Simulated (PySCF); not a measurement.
# C₂H₈F₃NSi₂: a tour of settings, part 2 of 2

PySCF 2.14.0. Atoms count from 0. Earlier steps stand in the parts before.

## Step 6: J couplings: PBE0/cc-pVDZ

Job settings and geometry (Å):

```
{"job": {"kind": "j", "xc": "PBE0", "basis": "cc-pVDZ", "grid": 3, "scf": {"aux": "def2-qzvpp-jkfit"}}, "charge": 0, "multiplicity": 1}
F     -1.723531    -1.030839     1.176976
C     -1.859076    -0.109082     0.212942
F     -3.081705    -0.290732    -0.316169
F     -1.887566     1.082414     0.826622
C     -0.769220    -0.199861    -0.846644
N      0.541937    -0.008858    -0.311361
Si     1.080438     1.632169    -0.053730
Si     1.317232    -1.379322     0.443549
H     -0.867326    -1.189322    -1.304407
H     -1.003993     0.563177    -1.595797
H      0.670754     2.156826     1.249013
H      0.473897     2.401491    -1.141455
H      2.533266     1.571506    -0.164149
H      0.861202    -2.538612    -0.324589
H      0.960095    -1.514976     1.855470
H      2.745997    -1.137037     0.282317
```

With the program's defaults for keys left out, this is: PBE0/cc-pVDZ indirect spin-spin coupling, non-relativistic, gas phase.

Standard output:

```text
final grid: 201752 points
cycle   1  E = -1013.4999890930  dE =  1.027e+00  |g| = 9.116e-01  |ddm| = 6.850e+00
cycle   2  E = -1013.3444896996  dE =  1.555e-01  |g| = 1.337e+00  |ddm| = 2.904e+00
cycle   3  E = -1013.6464204001  dE = -3.019e-01  |g| = 5.048e-02  |ddm| = 1.709e+00
cycle   4  E = -1013.6467343307  dE = -3.139e-04  |g| = 3.548e-02  |ddm| = 1.280e-01
cycle   5  E = -1013.6469986549  dE = -2.643e-04  |g| = 8.013e-03  |ddm| = 5.656e-02
cycle   6  E = -1013.6470101927  dE = -1.154e-05  |g| = 2.617e-03  |ddm| = 1.451e-02
cycle   7  E = -1013.6470118089  dE = -1.616e-06  |g| = 2.769e-04  |ddm| = 4.324e-03
cycle   8  E = -1013.6470118304  dE = -2.151e-08  |g| = 6.872e-05  |ddm| = 7.749e-04
cycle   9  E = -1013.6470118315  dE = -1.031e-09  |g| = 2.959e-05  |ddm| = 1.875e-04
cycle  10  E = -1013.6470118316  dE = -1.371e-10  |g| = 6.611e-06  |ddm| = 4.139e-05
converged SCF energy = -1013.6470118316

Indirect spin-spin couplings (Hz)
  i      j    bonds     total        FC       PSO       DSO        SD
  0 F    1 C    1   -253.902  -234.690   -28.034     1.614     7.209
  0 F    2 F    2    133.826    99.995   -12.015    -0.002    45.848
  0 F    3 F    2    129.642   106.689   -21.804     0.144    44.614
  0 F    4 C    2     27.211    28.646    -2.669     0.178     1.056
  0 F    5 N    3      0.958     0.671     0.313    -0.090     0.063
  0 F    6 Si   4     -0.421    -0.226    -0.273     0.091    -0.013
  0 F    7 Si   4     -6.420    -6.358    -0.108    -0.161     0.207
  0 F    8 H    3      0.071    -0.604     0.603     0.473    -0.401
  0 F    9 H    3     17.163    18.330     0.660    -1.817    -0.010
  0 F   10 H    5      0.175    -0.084     0.287     0.044    -0.072
  0 F   12 H    5     -0.607    -0.074     0.444    -0.948    -0.029
  0 F   13 H    5      0.798     0.654    -0.537     0.652     0.029
  0 F   14 H    5     11.140    10.628    -1.352     1.635     0.229
  0 F   15 H    5      3.735     4.638     0.162    -1.073     0.008
  1 C    2 F    1   -260.897  -243.376   -26.925     1.552     7.851
  1 C    3 F    1   -253.742  -234.543   -28.023     1.614     7.211
  1 C    4 C    1     78.930    79.692    -1.215     0.454         -
  1 C    5 N    2     -0.295    -0.475     0.248    -0.062    -0.005
  1 C    6 Si   3      0.531     0.544     0.014    -0.027    -0.001
  1 C    7 Si   3      0.534     0.546     0.014    -0.026    -0.001
  1 C    8 H    2     -0.694    -1.016    -0.178     0.500         -
  1 C    9 H    2     -0.657    -0.978    -0.178     0.499         -
  1 C   10 H    4      1.031     0.982    -0.067     0.117         -
  1 C   14 H    4      1.029     0.980    -0.067     0.117         -
  2 F    3 F    2    134.074   100.500   -12.257     0.001    45.830
  2 F    4 C    2     37.884    41.160    -3.638     0.162     0.201
  2 F    5 N    3     -1.151    -0.955     0.431     0.090    -0.718
  2 F    8 H    3     -1.444    -1.507     0.161     0.497    -0.595
  2 F    9 H    3     -1.447    -1.509     0.158     0.500    -0.596
  2 F   10 H    5      0.540     0.908     0.493    -0.868     0.007
  2 F   12 H    5      1.001     1.608     0.568    -1.185     0.010
  2 F   14 H    5      0.531     0.899     0.492    -0.867     0.007
  2 F   15 H    5      1.003     1.608     0.568    -1.184     0.011
  3 F    4 C    2     27.269    28.701    -2.665     0.179     1.054
  3 F    5 N    3      0.968     0.680     0.314    -0.090     0.063
  3 F    6 Si   4     -6.555    -6.493    -0.111    -0.162     0.211
  3 F    7 Si   4     -0.421    -0.225    -0.273     0.091    -0.014
  3 F    8 H    3     17.134    18.301     0.660    -1.817    -0.010
  3 F    9 H    3      0.010    -0.668     0.604     0.472    -0.398
  3 F   10 H    5     11.351    10.839    -1.357     1.639     0.230
  3 F   11 H    5      0.838     0.694    -0.539     0.654     0.029
  3 F   12 H    5      3.811     4.715     0.161    -1.074     0.008
  3 F   14 H    5      0.173    -0.085     0.286     0.044    -0.072
  3 F   15 H    5     -0.608    -0.075     0.444    -0.948    -0.029
  4 C    5 N    1    -13.325   -12.976     0.217    -0.153    -0.412
  4 C    6 Si   2     -0.468    -0.792     0.301    -0.014     0.038
  4 C    7 Si   2     -0.475    -0.800     0.301    -0.014     0.038
  4 C    8 H    1    147.015   145.630     0.032     1.353         -
  4 C    9 H    1    147.109   145.725     0.031     1.353         -
  4 C   10 H    3     -0.443    -0.335     0.010    -0.117         -
  4 C   11 H    3      2.838     2.728    -0.144     0.254         -
  4 C   12 H    3      3.516     3.775     0.089    -0.348         -
  4 C   13 H    3      2.837     2.727    -0.144     0.254         -
  4 C   14 H    3     -0.442    -0.335     0.010    -0.117         -
  4 C   15 H    3      3.516     3.775     0.089    -0.348         -
  5 N    6 Si   1     16.108    17.511    -1.819     0.062     0.355
  5 N    7 Si   1     16.112    17.513    -1.818     0.062     0.355
  5 N    8 H    2     -1.067    -0.819    -0.176    -0.071    -0.001
  5 N    9 H    2     -1.077    -0.829    -0.176    -0.071    -0.001
  5 N   10 H    2     -1.867    -1.922     0.005     0.036     0.014
  5 N   11 H    2     -1.407    -1.458     0.041    -0.008     0.018
  5 N   12 H    2     -4.211    -4.254     0.041    -0.011     0.012
  5 N   13 H    2     -1.403    -1.455     0.041    -0.008     0.018
  5 N   14 H    2     -1.873    -1.927     0.005     0.036     0.014
  5 N   15 H    2     -4.215    -4.257     0.041    -0.011     0.012
  6 Si   7 Si   2      1.672     1.867    -0.088    -0.010    -0.096
  6 Si   8 H    3     -7.570    -7.625    -0.177     0.288    -0.056
  6 Si   9 H    3     -3.206    -3.275     0.136    -0.130     0.062
  6 Si  10 H    1   -196.595  -196.929     1.043    -0.323    -0.387
  6 Si  11 H    1   -185.344  -185.721     1.048    -0.320    -0.351
  6 Si  12 H    1   -184.787  -185.130     1.021    -0.299    -0.379
  6 Si  13 H    3     -5.368    -5.501    -0.103     0.286    -0.049
  6 Si  14 H    3      0.417     0.327    -0.001     0.073     0.018
  6 Si  15 H    3     -0.896    -0.941     0.041    -0.047     0.051
  7 Si   8 H    3     -3.213    -3.281     0.136    -0.130     0.062
  7 Si   9 H    3     -7.552    -7.607    -0.176     0.288    -0.056
  7 Si  10 H    3      0.419     0.329    -0.001     0.073     0.018
  7 Si  11 H    3     -5.361    -5.494    -0.103     0.286    -0.049
  7 Si  12 H    3     -0.898    -0.943     0.041    -0.047     0.051
  7 Si  13 H    1   -185.355  -185.731     1.049    -0.320    -0.352
  7 Si  14 H    1   -196.546  -196.880     1.044    -0.323    -0.388
  7 Si  15 H    1   -184.871  -185.214     1.022    -0.299    -0.379
  8 H    9 H    2    -12.276   -12.407     1.291    -1.159         -
  8 H   10 H    4     -0.247     0.427     0.912    -1.587         -
  8 H   13 H    4      0.842    -0.430    -1.350     2.622         -
  8 H   14 H    4     -0.280     0.215     0.215    -0.710         -
  8 H   15 H    4     -0.190     0.644     0.320    -1.154         -
  9 H   10 H    4     -0.278     0.218     0.217    -0.712         -
  9 H   11 H    4      0.848    -0.424    -1.349     2.620         -
  9 H   12 H    4     -0.189     0.645     0.320    -1.153         -
  9 H   14 H    4     -0.245     0.429     0.912    -1.587         -
 10 H   11 H    2      4.759     6.289     0.294    -1.824         -
 10 H   12 H    2      7.605     9.172     0.375    -1.941         -
 10 H   13 H    4     -1.077    -0.154     0.480    -1.403         -
 10 H   14 H    4      0.240    -0.040    -0.186     0.466         -
 10 H   15 H    4     -0.246     0.137     0.147    -0.529         -
 11 H   12 H    2     -0.473     1.206     0.365    -2.044         -
 11 H   13 H    4      0.925     1.572     0.495    -1.142         -
 11 H   14 H    4     -1.079    -0.155     0.480    -1.403         -
 12 H   14 H    4     -0.244     0.137     0.146    -0.528         -
 12 H   15 H    4      0.975    -0.153    -0.595     1.724         -
 13 H   14 H    2      4.747     6.278     0.295    -1.826         -
 13 H   15 H    2     -0.465     1.218     0.366    -2.049         -
 14 H   15 H    2      7.593     9.161     0.375    -1.943         -
```

Run time: 87 s. Hardware: 1 thread of Arm Neoverse V1, shared host; peak memory 0.85 GiB.

The basis is not made for couplings: without tight functions at the nuclei these values are rough.

A choice of the couplings up to four bonds, sorted by the number of bonds, with means over like pairs; isotopes 13C, 19F, 1H, 15N, 29Si:

| pair | bonds | J (Hz) | Fermi contact (Hz) |
| --- | --- | --- | --- |
| F0–C1 | 1 | -256.2 | -237.5 |
| Si6–H10 | 1 | -188.9 | -189.3 |
| C4–H8 | 1 | 147.1 | 145.7 |
| C1–C4 | 1 | 78.9 | 79.7 |
| N5–Si6 | 1 | 16.1 | 17.5 |
| C4–N5 | 1 | -13.3 | -13.0 |
| F0–F2 | 2 | 132.5 | 102.4 |
| F0–C4 | 2 | 30.8 | 32.8 |
| H8–H9 | 2 | -12.3 | -12.4 |
| H10–H11 | 2 | 4.0 | 5.6 |
| N5–H10 | 2 | -2.5 | -2.5 |
| Si6–Si7 | 2 | 1.7 | 1.9 |
| N5–H8 | 2 | -1.1 | -0.8 |
| Si6–H8 | 3 | -5.4 | -5.4 |
| F0–H8 | 3 | 5.2 | 5.4 |
| C4–H10 | 3 | 2.0 | 2.1 |
| Si6–H13 | 3 | -1.9 | -2.0 |
| F0–Si6 | 4 | -2.3 | -2.2 |

The spin-dipole term was solved for some atoms only; pairs without it lack that part.

Quadrupole couplings from the field gradients of the same density:

| atom | isotope | eQq/h (MHz) | η |
| --- | --- | --- | --- |
| N5 | 14N | -3.840 | 0.64 |

Shifts (PBE0/pcSseg-1, scaled to CDCl3 for protons on carbon, raw for the others) and these couplings together give the proton spectrum at 400 MHz below.

¹H NMR δ 4.77 (q, J = 1.9 Hz, 6H), 3.41 (q, J = 5.2 Hz, 2H). The letters are first-order; like nuclei with unlike couplings give more lines.

## Step 7: Side by side: NMR shifts

Shifts (ppm), means over like atoms, with basis size and wall time:

| run | C1 | C4 | H10 | H8 | F0 | N5 | Si6 | functions | time |
| --- | --- | --- | --- | --- | --- | --- | --- | --- | --- |
| PBE0/pcSseg-1 | 135.9 | 59.7 | 4.77 | 3.51 | -88.5 | 2.8 | -38.0 | 190 | 38 s |
| B97-2/IGLO-II | 134.8 | 57.8 | 5.03 | 3.43 | -81.7 | 6.3 | -39.6 | 250 | 42 s |
| PBE0/pcseg-1 | 139.6 | 60.1 | 4.84 | 3.58 | -88.7 | 5.3 | -41.0 | 160 | 20 s |

## Step 8: Results

This closing draws on all 2 parts.

```
                                                                 quantity                        value
                                   ¹³C shifts against TMS (PBE0/pcSseg-1)              135.9, 59.7 ppm
   ¹H shifts against TMS (PBE0/pcSseg-1, means over atoms taken as alike)               4.77, 3.51 ppm
¹⁹F shifts against CFCl3 (PBE0/pcSseg-1, means over atoms taken as alike)                    -88.5 ppm
                                   ¹⁵N shifts against NH3 (PBE0/pcSseg-1)                      2.8 ppm
 ²⁹Si shifts against TMS (PBE0/pcSseg-1, means over atoms taken as alike)                    -38.0 ppm
                                          lowest singlet (PBE0/def2-SVPD)  5.99 eV (207 nm), f = 0.000
                                 brightest single state of those computed  state 3, 6.98 eV, f = 0.040
                                                           lowest triplet                      5.69 eV
                             largest coupling of the table (PBE0/cc-pVDZ)     ¹J(F,C) F0–C1, -256.2 Hz
                                                 range of the shift of F0           -88.7 to -81.7 ppm
```

Single values in the summary come from the first run of each kind that ended normally (PBE0/pcSseg-1; PBE0/def2-SVPD; PBE0/cc-pVDZ), which need not be the best level. At PBE0/pcSseg-1: The largest span, 166 ppm, is at F0, F2, F3, where the paramagnetic term is -214 ppm. The first singlet state (HOMO→LUMO 0.99) lies at 5.99 eV and is dark; of the 6 states computed, the strongest absorption comes from state 3 at 6.98 eV. The lowest triplet lies 0.30 eV below the lowest singlet (triplets in Tamm-Dancoff, singlets in full TDDFT). Of the pairs tabulated at PBE0/cc-pVDZ, F0–C1 (mean over like pairs) couples most strongly (-256.2 Hz; Fermi contact -237.5 Hz). Couplings across rotatable bonds belong to this one conformer; where others are populated, the observed values are averages. Density functionals describe couplings to fluorine poorly, F–F couplings above all, so those rows are rough. In ppm, F0 (with its like atoms) moves most: its shift spreads over 7.0 ppm, from -88.7 (PBE0/pcseg-1) to -81.7 (B97-2/IGLO-II). Couplings from bases without tight functions are rough.
